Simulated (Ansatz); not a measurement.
**C2H6GeO: up Jacob's ladder to CCSD(T)**

How much do the methods differ for C2H6GeO? The plan is to run it at one geometry with functionals of several rungs and with coupled cluster. The yardstick is the atomisation energy at the CCSD(T) limit.

Program: Ansatz 0.2.0, Gaussian basis. Level of theory: functionals in def2-TZVPP, the program's frozen cores in correlated methods. These are calculated values, not measurements.

Levels to be run: PBE-D4, r2SCAN-D4, PBE0-D4, B3LYP-D4, ωB97X-V, ωB97M-V, B2PLYP; CCSD(T)/def2-TZVPP; MP2/def2-QZVPP; extrapolation to the limit.

## 1. Structure used throughout

All runs share one geometry, relaxed beforehand with PBE0-D4 in a triple-zeta def2 set.

SMILES `[CH2]1O[CH2][GeH2]1`, 10 atoms, charge 0, spin multiplicity 1.

Atoms are counted from 1 here; the program's logs count them from 0.

Bond lengths: C1–O2 1.432 Å, C1–Ge4 1.980 Å, C1–H5 1.094 Å, C1–H6 1.094 Å, O2–C3 1.432 Å, C3–Ge4 1.980 Å, C3–H7 1.094 Å, C3–H8 1.094 Å, Ge4–H9 1.539 Å, Ge4–H10 1.539 Å. Angles: O2–C1–Ge4 91.5°, O2–C1–H5 111.1°, O2–C1–H6 111.1°, Ge4–C1–H5 116.4°, Ge4–C1–H6 116.4°, H5–C1–H6 109.0°, C1–O2–C3 106.3°, O2–C3–Ge4 91.5°, O2–C3–H7 111.1°, O2–C3–H8 111.1°, Ge4–C3–H7 116.4°, Ge4–C3–H8 116.4°, H7–C3–H8 109.0°, C1–Ge4–C3 70.7°, C1–Ge4–H9 118.1°, C1–Ge4–H10 118.1°, C3–Ge4–H9 118.1°, C3–Ge4–H10 118.1° and more.

## 2. PBE-D4 (GGA)

File in.yaml:

```yaml
crystal:
  periodic: [false, false, false]
  atoms:
    - {symbol: C, position_ang: [-0.976283, 0.508044, -0.584345]}
    - {symbol: O, position_ang: [-0.800036, -0.912084, -0.635627]}
    - {symbol: C, position_ang: [0.388567, -1.195813, 0.110819]}
    - {symbol: Ge, position_ang: [0.659394, 0.724737, 0.510877]}
    - {symbol: H, position_ang: [-0.952493, 0.944825, -1.586937]}
    - {symbol: H, position_ang: [-1.922667, 0.770950, -0.102861]}
    - {symbol: H, position_ang: [1.144913, -1.673551, -0.518657]}
    - {symbol: H, position_ang: [0.172768, -1.844962, 0.964414]}
    - {symbol: H, position_ang: [0.500456, 1.192083, 1.968334]}
    - {symbol: H, position_ang: [1.868481, 1.434571, -0.123219]}
basis:
  gaussian: {orbitals: def2-TZVPP}
hamiltonian: {xc: pbe, dispersion: d4}
output: {forces: true, orbitals: {seedname: orbitals}}
```

Started as:

```console
> ansatz run in.yaml --threads 4 --pin off --events-out ev --progress --plain --max-ram 10444MiB
```

After this run come: r2SCAN-D4 (meta-GGA); PBE0-D4 (hybrid); B3LYP-D4 (hybrid); ωB97X-V (range-separated); ωB97M-V (range-separated); B2PLYP (double hybrid); CCSD(T) in def2-TZVPP; MP2 in def2-QZVPP.

Q: Predict the results of all the runs planned. Wanted: atomisation energy, CCSD(T)/CBS; farthest; mean size of error, hybrid; mean size of error, range-separated; gap, smallest and largest; T1 diagnostic; triples share of the correlation energy.

**Answer**, as computed:

| quantity | value |
| --- | --- |
| atomisation energy, CCSD(T)/CBS | 36.142 eV |
| functionals within 0.361 eV (1.0 %) | r2SCAN-D4, PBE0-D4, B3LYP-D4, ωB97X-V, ωB97M-V |
| farthest | PBE-D4 (+0.640 eV) |
| mean size of error, hybrid | 0.140 eV |
| mean size of error, range-separated | 0.097 eV |
| gap, smallest and largest | 5.00 eV (PBE-D4), 11.83 eV (ωB97X-V) |
| T1 diagnostic | 0.0114 |
| triples share of the correlation energy | 3.8 % |

What this shows: PBE-D4 misses by +0.640 eV. Double hybrids carry the basis error of their MP2 part in triple zeta, and no dispersion term here, so their miss is partly the set-up's. Misses under about 0.361 eV are within the doubt on the reference itself, which lacks core-valence correlation, relativity and higher excitations, and its outer-core shells are covered unevenly. Hartree-Fock recovers 70 % of the binding; the rest is correlation. Orbital gaps span 5.0 to 11.8 eV; exact exchange widens them. Correlated methods include outer-core shells of Ge, which these sets cover unevenly.
